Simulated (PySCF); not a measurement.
# C3H6BF3O: spin-spin couplings

What spin-spin couplings should C3H6BF3O (`FCCCOB(F)F`) show?

Programs: PySCF 2.14.0, with density-fitted response routines of our own. Each step states its level of theory. These are calculated values for one molecule in the gas phase, unless marked as measured. Atoms count from 0, in the outputs and in this text.

### 1 The molecule as given

14 atoms, charge 0, multiplicity 1; geometry from: GFN2-xTB.

Bonds of the start (Å): F0–C1 1.37, C1–C2 1.52, C2–C3 1.53, C3–O4 1.42, O4–B5 1.32, B5–F6 1.33, B5–F7 1.32, C1–H8 1.09, C1–H9 1.09, C2–H10 1.09, C2–H11 1.09, C3–H12 1.10, C3–H13 1.09.

### 2 Indirect couplings: B3LYP/pcJ-1

What the job is given:

```
{"job": {"kind": "j", "xc": "B3LYP", "basis": "pcJ-1"}, "charge": 0, "multiplicity": 1}
F     -2.622697     0.076549    -0.910699
C     -2.005526     0.287494     0.297859
C     -0.650974    -0.405240     0.328202
C      0.289230     0.168958    -0.732655
O      1.535106    -0.517506    -0.726378
B      2.537413    -0.224474     0.075642
F      2.522512     0.770010     0.959628
F      3.649540    -0.929967     0.029442
H     -1.907456     1.371644     0.413849
H     -2.674385    -0.114164     1.065006
H     -0.781689    -1.472956     0.144293
H     -0.209831    -0.272190     1.316995
H      0.450960     1.237241    -0.552989
H     -0.132881     0.024129    -1.730361
```

Method: B3LYP/pcJ-1 indirect spin-spin coupling, non-relativistic, gas phase.

Command:

```console
OMP_NUM_THREADS=1 python probes_run.py task.json out
```

This one command runs all jobs of the session in turn.

Predict these results of the whole session: largest coupling of the table (B3LYP/pcJ-1).

As calculated:

| quantity | value |
| --- | --- |
| largest coupling of the table (B3LYP/pcJ-1) | 1J(F,C) F0–C1, -224.5 Hz |

In the run at B3LYP/pcJ-1, the largest coupling of the table is F0–C1, -224.5 Hz, of which the Fermi-contact term gives -275.7 Hz. Couplings across rotatable bonds belong to this one conformer; where others are populated, the observed values are averages, and the simulated multiplets take (2 J gauche + J anti)/3 across rotating chain bonds. Density functionals describe couplings to fluorine poorly, F–F couplings above all, so those rows are rough.
